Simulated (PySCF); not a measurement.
# trifluoroacetate (C₂F₃O₂−): NMR shifts and spin-spin couplings

Wanted: the NMR shifts and spin-spin couplings of trifluoroacetate (C₂F₃O₂−) (`O=C([O-])C(F)(F)F`), by calculation.

Programs: PySCF 2.14.0, with density-fitted response routines of our own. Each step states its level of theory. These are calculated values for one molecule in the gas phase, unless marked as measured. Atoms count from 0, in the outputs and in this text.

### Step 1. The starting structure

7 atoms, charge -1, multiplicity 1; geometry from: GFN2-xTB, dihedral held. The dihedral O2–C1–C3–F5 is held at 0°.

Bonds of the start (Å): O0–C1 1.22, C1–O2 1.22, C1–C3 1.65, C3–F4 1.36, C3–F5 1.36, C3–F6 1.36.

### Step 2. Shielding tensors: PBE0/pcSseg-1

The job: settings as JSON, then the geometry in Å.

```
{"job": {"kind": "nmr", "xc": "PBE0", "basis": "pcSseg-1", "pop": true}, "charge": -1, "multiplicity": 1}
O      1.316877    -1.195404    -0.606898
C      1.026703    -0.184117     0.009416
O      1.659506     0.652507     0.629485
C     -0.598548     0.111095    -0.004900
F     -1.329024    -0.895308     0.545230
F     -0.976788     1.226239     0.667530
F     -1.099165     0.269760    -1.259020
```

Level: GIAO PBE0/pcSseg-1 NMR shielding, non-relativistic, gas phase.

What it wrote:

```text
coarse grid: 7608 points
cycle   1  E = -525.3040678016  dE =  1.201e+00  |g| = 1.356e+00  |ddm| = 2.448e+00
cycle   2  E = -524.6250830548  dE =  6.790e-01  |g| = 2.420e+00  |ddm| = 2.337e+00
cycle   3  E = -525.6213487433  dE = -9.963e-01  |g| = 1.251e-01  |ddm| = 1.637e+00
cycle   4  E = -525.6235590377  dE = -2.210e-03  |g| = 6.632e-02  |ddm| = 1.295e-01
cycle   5  E = -525.6241962663  dE = -6.372e-04  |g| = 2.275e-02  |ddm| = 4.229e-02
cycle   6  E = -525.6242750464  dE = -7.878e-05  |g| = 7.657e-03  |ddm| = 1.699e-02
cycle   7  E = -525.6242840109  dE = -8.965e-06  |g| = 3.139e-03  |ddm| = 6.203e-03
final grid: 79648 points
cycle   8  E = -525.7061864932  dE = -1.726e-05  |g| = 1.319e-02  |ddm| = 1.598e-02
cycle   9  E = -525.7061287914  dE =  5.770e-05  |g| = 2.250e-02  |ddm| = 2.013e-02
cycle  10  E = -525.7062145823  dE = -8.579e-05  |g| = 2.160e-03  |ddm| = 1.326e-02
cycle  11  E = -525.7062153865  dE = -8.042e-07  |g| = 4.342e-04  |ddm| = 1.583e-03
cycle  12  E = -525.7062154200  dE = -3.353e-08  |g| = 7.692e-05  |ddm| = 2.998e-04
cycle  13  E = -525.7062154212  dE = -1.137e-09  |g| = 1.520e-05  |ddm| = 6.689e-05
cycle  14  E = -525.7062154212  dE = -3.047e-11  |g| = 7.628e-06  |ddm| = 1.257e-05
converged SCF energy = -525.7062154212

GIAO shielding tensors (ppm)
atom      isotropic    diamagn.    paramagn.     s11        s22        s33       span
  0 O       40.745     404.418    -363.673   -127.800      8.545    241.490    369.289
  1 C       30.812     244.793    -213.981    -71.791     43.224    121.003    192.794
  2 O       27.239     404.127    -376.888   -151.359    -10.925    244.001    395.359
  3 C       54.419     242.574    -188.155     42.802     56.012     64.444     21.642
  4 F      266.121     475.023    -208.903    175.415    259.217    363.730    188.315
  5 F      266.178     474.924    -208.746    173.538    268.130    356.864    183.325
  6 F      266.118     475.019    -208.901    175.414    259.334    363.605    188.191
```

It took 11 s on 1 thread, shared host.

Shifts follow as δ = σ(reference) − σ, with reference shieldings (ppm) from runs at the same level and on the same kind of geometry: 13C TMS 186.9, 19F CFCl3 170.9, 17O H2O 336.1. The references are single molecules in the gas phase, so shifts against H2O, NH3, PH3, H3PO4 or CFCl3 are not on the usual liquid scales and can be off by tens of ppm. Each atom is listed at this fixed geometry, with no averaging over motion; a spectrum would average atoms that exchange fast.

```
atoms              environment  σ (ppm)  δ (ppm)
   C1       carboxylate carbon     30.8    156.1
   C3               CF3 carbon     54.4    132.5
   O2       carboxylate oxygen     27.2    308.8
   O0       carboxylate oxygen     40.7    295.3
   F6  fluorine of a CF3 group    266.1    -95.2
   F4  fluorine of a CF3 group    266.1    -95.2
   F5  fluorine of a CF3 group    266.2    -95.2
```

Charges from the same density, by scheme (e):

```
atoms  Mulliken    IAO  Hirshfeld  ESP fit
   O0     -0.55  -0.62      -0.42    -0.71
   C1      0.36   0.49       0.09     0.70
   O2     -0.54  -0.61      -0.42    -0.70
   C3      0.66   0.68       0.20     0.41
   F4     -0.32  -0.31      -0.15    -0.23
   F5     -0.31  -0.31      -0.15    -0.23
   F6     -0.32  -0.31      -0.15    -0.23
```

Mayer bond orders: O0–C1 1.78, C1–O2 1.79, C1–C3 0.77, C3–F4 0.96, C3–F5 0.97, C3–F6 0.96.

### Step 3. Spin-spin couplings: B3LYP/pcJ-1

Settings changed since step 2:

```diff
@@ -1,2 +1,2 @@
-{"job": {"kind": "nmr", "xc": "PBE0", "basis": "pcSseg-1", "pop": true}, "charge": -1, "multiplicity": 1}
+{"job": {"kind": "j", "xc": "B3LYP", "basis": "pcJ-1"}, "charge": -1, "multiplicity": 1}
 O      1.316877    -1.195404    -0.606898
```

Level: B3LYP/pcJ-1 indirect spin-spin coupling, non-relativistic, gas phase.

What it wrote:

```text
coarse grid: 7608 points
cycle   1  E = -525.8348556541  dE =  1.188e+00  |g| = 1.456e+00  |ddm| = 2.512e+00
cycle   2  E = -524.8643354078  dE =  9.705e-01  |g| = 2.814e+00  |ddm| = 2.618e+00
cycle   3  E = -526.1847979034  dE = -1.320e+00  |g| = 1.709e-01  |ddm| = 1.918e+00
cycle   4  E = -526.1885995420  dE = -3.802e-03  |g| = 9.375e-02  |ddm| = 1.785e-01
cycle   5  E = -526.1897837445  dE = -1.184e-03  |g| = 3.279e-02  |ddm| = 5.894e-02
cycle   6  E = -526.1899369676  dE = -1.532e-04  |g| = 1.172e-02  |ddm| = 2.427e-02
cycle   7  E = -526.1899572533  dE = -2.029e-05  |g| = 4.852e-03  |ddm| = 9.150e-03
cycle   8  E = -526.1899612658  dE = -4.012e-06  |g| = 3.582e-04  |ddm| = 3.029e-03
final grid: 79648 points
cycle   9  E = -526.2706814346  dE = -2.068e-04  |g| = 7.426e-03  |ddm| = 1.117e-02
cycle  10  E = -526.2706708000  dE =  1.063e-05  |g| = 1.095e-02  |ddm| = 7.901e-03
cycle  11  E = -526.2706879379  dE = -1.714e-05  |g| = 1.168e-03  |ddm| = 5.367e-03
cycle  12  E = -526.2706879801  dE = -4.223e-08  |g| = 1.086e-03  |ddm| = 1.318e-03
cycle  13  E = -526.2706881716  dE = -1.915e-07  |g| = 2.130e-04  |ddm| = 7.010e-04
cycle  14  E = -526.2706881794  dE = -7.794e-09  |g| = 3.858e-05  |ddm| = 1.458e-04
cycle  15  E = -526.2706881796  dE = -2.156e-10  |g| = 9.447e-06  |ddm| = 2.889e-05
converged SCF energy = -526.2706881796

Indirect spin-spin couplings (Hz)
  i      j    bonds     total        FC       PSO       DSO        SD
  0 O    1 C    1     25.620    16.246    10.147    -0.141    -0.633
  0 O    2 O    2     -4.926    -0.095    -7.355    -0.048     2.573
  0 O    3 C    2    -17.483   -15.256    -1.388    -0.041    -0.798
  0 O    4 F    3      2.185     0.631     0.529     0.006     1.020
  0 O    5 F    3    -11.223    -2.005    -5.847     0.231    -3.602
  0 O    6 F    3      2.186     0.624     0.533     0.006     1.023
  1 C    2 O    1     25.323    15.962    10.175    -0.140    -0.674
  1 C    3 C    1     60.873    60.095    -0.706     0.479     1.005
  1 C    4 F    2     24.580    24.060    -1.070     0.245     1.345
  1 C    5 F    2     23.903    22.416    -0.576     0.192     1.870
  1 C    6 F    2     24.692    24.183    -1.071     0.247     1.333
  2 O    3 C    2    -18.418   -15.866    -1.526    -0.038    -0.988
  2 O    4 F    3     -4.144    -2.589    -2.027     0.158     0.315
  2 O    5 F    3      0.857     0.953     0.289    -0.057    -0.328
  2 O    6 F    3     -4.129    -2.587    -2.034     0.157     0.335
  3 C    4 F    1   -419.904  -398.268   -33.360     1.360    10.364
  3 C    5 F    1   -416.963  -389.690   -37.810     1.365     9.172
  3 C    6 F    1   -419.797  -398.112   -33.403     1.360    10.358
  4 F    5 F    2     36.257    29.838   -43.490    -0.190    50.099
  4 F    6 F    2     80.797    38.757   -16.112    -0.188    58.340
  5 F    6 F    2     36.513    29.752   -43.158    -0.191    50.111
```

Run time: 28 s. Hardware: 1 thread, shared host.

Couplings of 1 Hz or more, nine at most for each number of bonds (isotopes 13C, 19F, 17O):

```
 pair  bonds  J (Hz)  Fermi contact (Hz)  dihedral (°)
C3–F4      1  -419.9              -398.3             –
C3–F6      1  -419.8              -398.1             –
C3–F5      1  -417.0              -389.7             –
C1–C3      1    60.9                60.1             –
O0–C1      1    25.6                16.2             –
C1–O2      1    25.3                16.0             –
F4–F6      2    80.8                38.8             –
F5–F6      2    36.5                29.8             –
F4–F5      2    36.3                29.8             –
C1–F6      2    24.7                24.2             –
C1–F4      2    24.6                24.1             –
C1–F5      2    23.9                22.4             –
O2–C3      2   -18.4               -15.9             –
O0–C3      2   -17.5               -15.3             –
O0–O2      2    -4.9                -0.1             –
O0–F5      3   -11.2                -2.0           180
O2–F4      3    -4.1                -2.6          -120
O2–F6      3    -4.1                -2.6           120
O0–F6      3     2.2                 0.6           -60
O0–F4      3     2.2                 0.6            60
```

Quadrupole couplings from the field gradients of the same density:

```
atom  isotope  eQq/h (MHz)     η
  O2      17O        8.229  0.26
  O0      17O        7.915  0.33
```

### Step 4. Outcome

| quantity | value |
| --- | --- |
| 13C shifts against TMS (PBE0/pcSseg-1) | 156.1, 132.5 ppm |
| 17O shifts against H2O (PBE0/pcSseg-1) | 308.8, 295.3 ppm |
| 19F shifts against CFCl3 (PBE0/pcSseg-1) | -95.2, -95.2, -95.2 ppm |
| largest coupling of the table (B3LYP/pcJ-1) | 1J(C,F) C3–F4, -419.9 Hz |

**Reading.** Shifts at one fixed geometry are not the observed spectrum, which averages over the motion. The geometry holds a dihedral fixed, so it need not be a minimum. At PBE0/pcSseg-1: The widest tensor belongs to O2: span 395 ppm, with a paramagnetic part of -377 ppm. Of the pairs tabulated at B3LYP/pcJ-1, C3–F4 couples most strongly (-419.9 Hz; Fermi contact -398.3 Hz). Density functionals describe couplings to fluorine poorly, F–F couplings above all, so those rows are rough.
